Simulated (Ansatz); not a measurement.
Cu2BrCl:

```
Br Cu Cl
1.0
     1.85551    1.07128    6.04751
    -1.85551    1.07128    6.04751
     0.00000   -2.14256    6.04751
Br Cu Cl
1 2 1
Direct
  0.00000 0.00000 0.00000
  0.75160 0.75160 0.75160
  0.24840 0.24840 0.24840
  0.50000 0.50000 0.50000
```

The cell comes from a database or a generator and needn't be the stable form of this composition.

Base run:

| Item | Value |
| --- | --- |
| Program | Ansatz 0.2.0 |
| Functional | PBE |
| Potentials or basis | Ansatz PAW |
| Cutoff | 420 eV |
| Density cutoff | 1680 eV |
| k mesh | 8 × 8 × 8 |
| Occupations | fermi-dirac, width 0.05 eV |
| Spin | no spin polarisation |
| Hubbard terms | Cu d U = 3 eV |

Its results: band gap on the k mesh 1.00 eV, direct; pressure 2.0 GPa; largest force 0.121 eV/Å.

Q: The run is repeated on the same cell with these changes: hubbard terms from Cu d U = 3 eV to Cu d U = 8 eV. What comes out?

A: Band gap on the k mesh 1.91 eV, direct; pressure 3.1 GPa; largest force 0.134 eV/Å.

Caveats: the density of states is complete only up to the lowest level of the last band computed.

A k mesh can miss the band edges.

Not every run made on this cell is shown here.
